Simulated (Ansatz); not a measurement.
What does this script print? It uses Ansatz 0.2.0, Python API.

`md_ge.py`
```python
"""Short molecular dynamics of Ge."""

import warnings

import ansatz as az
import numpy as np

warnings.simplefilter("ignore", az.DeckWarning)

structure = (
    az.Lattice.from_parameters(2.976106, 5.189379, 4.727596, alpha=90, beta=90, gamma=90)
    .space_group(63, hermann_mauguin="Cmcm")
    .atom("Ge", [0.0, 0.333447, 0.75])
    .primitive()
)

# a small cell and a short run: a test of the set-up, no statistics
setup = (
    structure.supercell(2, 2, 1).calculation()
    .functional("LDA")
    .kpoints(2, 2, 2, center="gamma")
    .basis(450)
    .occupations("fermi_dirac", width=0.05)
    .md("langevin", timestep=3.0, steps=12, temperature=300, friction=0.01, initial_velocities="maxwell_boltzmann", seed=97)
)
steps = []


def collect(event):
    if event["event"] == "md_step":
        steps.append(event["data"])


outcome = setup.session().plan().execute(on_event=collect)
summary = outcome.report

print(" step   t (fs)     E_pot (eV)   E_kin (eV)    T (K)")
for s in steps[::1]:
    print(f"{s['step']:5d} {s['time_fs']:8.1f} {s['lagrangian_ev']:14.4f} {s['e_kin_ev']:12.4f} {s['temperature_k']:8.1f}")

temperature = np.array([s["temperature_k"] for s in steps])
print(f"mean temperature of the second half {temperature[len(steps) // 2 :].mean():.1f} K")


with open("trajectory.xyz", "w") as handle:
    for s in steps[::5]:
        handle.write(f"{len(s['positions_ang'])}\nt = {s['time_fs']} fs\n")
        for site, xyz in zip(outcome.lattice.sites, s["positions_ang"]):
            handle.write("{} {:.4f} {:.4f} {:.4f}\n".format(site.symbol, *xyz))
```

Output of `python md_ge.py`:
```text
 step   t (fs)     E_pot (eV)   E_kin (eV)    T (K)
    0      0.0    -33723.6464       0.2714    262.5
    1      3.0    -33723.6482       0.3064    296.3
    2      6.0    -33723.6530       0.2670    258.2
    3      9.0    -33723.6601       0.2509    242.6
    4     12.0    -33723.6685       0.2292    221.6
    5     15.0    -33723.6779       0.2426    234.6
    6     18.0    -33723.6879       0.2402    232.3
    7     21.0    -33723.6984       0.2870    277.5
    8     24.0    -33723.7092       0.2811    271.9
    9     27.0    -33723.7196       0.2174    210.2
   10     30.0    -33723.7303       0.2177    210.5
   11     33.0    -33723.7429       0.3012    291.2
   12     36.0    -33723.7565       0.2923    282.6
mean temperature of the second half 253.8 K
```

File `trajectory.xyz` afterwards:
```text
8
t = 0.0 fs
Ge 1.4881 -0.8643 3.5457
Ge 1.4881 0.8643 1.1819
Ge 2.9761 1.7304 3.5457
Ge 2.9761 3.4590 1.1819
Ge 2.9761 -3.4590 3.5457
Ge 2.9761 -1.7304 1.1819
Ge 4.4642 -0.8643 3.5457
Ge 4.4642 0.8643 1.1819
8
t = 15.0 fs
Ge 1.4896 -0.8642 3.5509
Ge 1.4782 0.8581 1.1601
Ge 2.9686 1.7507 3.5395
Ge 2.9815 3.4622 1.2280
Ge 2.8960 -3.4553 3.5172
Ge 3.0063 -1.7656 1.1720
Ge 4.4757 -0.8283 3.5329
Ge 4.4511 0.8773 1.1780
8
t = 30.0 fs
Ge 1.4849 -0.8573 3.5637
Ge 1.4639 0.8425 1.1493
Ge 2.9789 1.7913 3.5243
Ge 2.9560 3.4495 1.2643
Ge 2.8267 -3.4546 3.4779
Ge 2.9981 -1.8020 1.1783
Ge 4.4689 -0.8188 3.5359
Ge 4.4245 0.8792 1.1557
```

Caveats:
- Total energies depend on the potentials; only differences at equal settings carry meaning. A total without «per atom» is that of the cell as typed.
- For a metal this mesh is far too coarse, so the numbers only illustrate the procedure.
- Within a few hundredths of an angstrom the cell has the higher group P6_3/mmc; the lower one is a small distortion.
- This isn't the structure that Ge takes at ambient conditions.
- A small cell, a coarse mesh and a very short run: it shows the set-up and gives no equilibrium averages.
- Timing: 44 s on 1 thread of Arm Neoverse V1, with other jobs on the host, peak memory 0.52 GiB.

(Lines on the test bed's own set-up are left out of the output.)
